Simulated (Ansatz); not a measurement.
**GaAsH₆: taking an electron away**

How much energy removes an electron from GaAsH₆ at fixed geometry? The cation is run at each level and the neutral's energy taken from earlier runs.

Computed with Ansatz 0.2.0, Gaussian basis. Level: unrestricted cation, the program's frozen cores in correlated methods.

Plan: UKS PBE-D4/def2-TZVPP; UKS r2SCAN-D4/def2-TZVPP; UKS PBE0-D4/def2-TZVPP; UKS B3LYP-D4/def2-TZVPP; UKS wB97X-V/def2-TZVPP; UKS wB97M-V/def2-TZVPP; UKS B2PLYP/def2-TZVPP; UHF-CCSD(T)/def2-TZVPP; UHF-MP2/def2-QZVPP; extrapolation to the limit; then −ε(HOMO) from the neutral's earlier runs with LDA (SPW92), PBE-D4, revPBE-D4, BLYP-D4, r2SCAN-D4, B97M-V, PBE0-D4, B3LYP-D4, r2SCANh-D4, r2SCAN0-D4, HSE06-D4, BHLYP-D4, CAM-B3LYP-D4, LC-ωPBE, ωB97X-V, ωB97M-V.

## (1) The geometry

All runs share one geometry, relaxed beforehand with PBE0-D4 in a triple-zeta def2 set.

SMILES `[GaH3-][AsH3+]`, 8 atoms, charge 0, spin multiplicity 1.

Atoms are counted from 1 here; the program's logs count them from 0.

Bond lengths: Ga1–As2 2.660 Å, Ga1–H3 1.574 Å, Ga1–H4 1.574 Å, Ga1–H5 1.574 Å, As2–H6 1.509 Å, As2–H7 1.509 Å, As2–H8 1.509 Å. Angles: As2–Ga1–H3 96.1°, As2–Ga1–H4 96.0°, As2–Ga1–H5 96.1°, H3–Ga1–H4 118.9°, H3–Ga1–H5 118.9°, H4–Ga1–H5 118.9°, Ga1–As2–H6 120.3°, Ga1–As2–H7 120.4°, Ga1–As2–H8 120.3°, H6–As2–H7 96.8°, H6–As2–H8 96.8°, H7–As2–H8 96.8°.

Coordinates:

```xyz
8
AsGaH6
Ga   -0.48404    0.14784   -1.47123
As    0.36502   -0.11765    1.03596
H     0.42318   -0.98813   -2.07555
H    -1.99651   -0.16690   -1.16763
H    -0.03804    1.64835   -1.63950
H     1.00517    1.04685    1.75089
H     1.42106   -1.13931    1.37942
H    -0.60375   -0.48815    2.13194
```

## (2) Cation, UKS PBE-D4/def2-TZVPP

File in.yaml:

```yaml
crystal:
  periodic: [false, false, false]
  atoms:
    - {symbol: Ga, position_ang: [-0.484038, 0.147844, -1.471233]}
    - {symbol: As, position_ang: [0.365017, -0.117647, 1.035961]}
    - {symbol: H, position_ang: [0.423185, -0.988130, -2.075548]}
    - {symbol: H, position_ang: [-1.996507, -0.166903, -1.167626]}
    - {symbol: H, position_ang: [-0.038042, 1.648346, -1.639499]}
    - {symbol: H, position_ang: [1.005175, 1.046845, 1.750888]}
    - {symbol: H, position_ang: [1.421059, -1.139309, 1.379416]}
    - {symbol: H, position_ang: [-0.603750, -0.488146, 2.131941]}
basis:
  gaussian: {orbitals: def2-TZVPP}
total_charge: 1
magnetization: {spin_polarized: true, initial_magnetization: 1}
hamiltonian: {xc: pbe, dispersion: d4}
```

Started as:

```console
$ ansatz run in.yaml --threads 2 --pin off --events-out ev --progress --plain --max-ram 32768MiB --backend cpu
```

The runs that follow: Cation, UKS r2SCAN-D4/def2-TZVPP; Cation, UKS PBE0-D4/def2-TZVPP; Cation, UKS B3LYP-D4/def2-TZVPP; Cation, UKS wB97X-V/def2-TZVPP; Cation, UKS wB97M-V/def2-TZVPP; Cation, UKS B2PLYP (frozen core)/def2-TZVPP; Cation, UHF-CCSD(T)/def2-TZVPP; Cation, UHF-MP2/def2-QZVPP.

Before running them: what should the planned runs give, taken together? Wanted: ionisation energy, CCSD(T)/CBS; nearest functional by difference; nearest −ε(HOMO); −ε(HOMO) of PBE; T1 of the cation.

The runs gave:

| quantity | value |
| --- | --- |
| ionisation energy, CCSD(T)/CBS | 10.46 eV |
| nearest functional by difference | ωB97X-V (-0.07 eV) |
| nearest −ε(HOMO) | ωB97X-V (-0.12 eV) |
| −ε(HOMO) of PBE | 6.70 eV |
| T1 of the cation | 0.025 |

By cation minus neutral, the functionals miss by 0.58 eV at most. The PBE orbital energy is 3.8 eV too small: a semilocal HOMO is no ionisation energy. Among orbital estimates ωB97X-V comes nearest. Hartree-Fock falls 0.86 eV short, as the neutral has more correlation energy than the cation. The cation may have settled in a state other than its lowest; no search over hole states beyond the program's own was made. Correlated methods include outer-core shells of As, Ga, which these sets cover unevenly. With outer-core shells in play the reference is unsure by up to some tenths of an eV, so close misses can't be ranked.
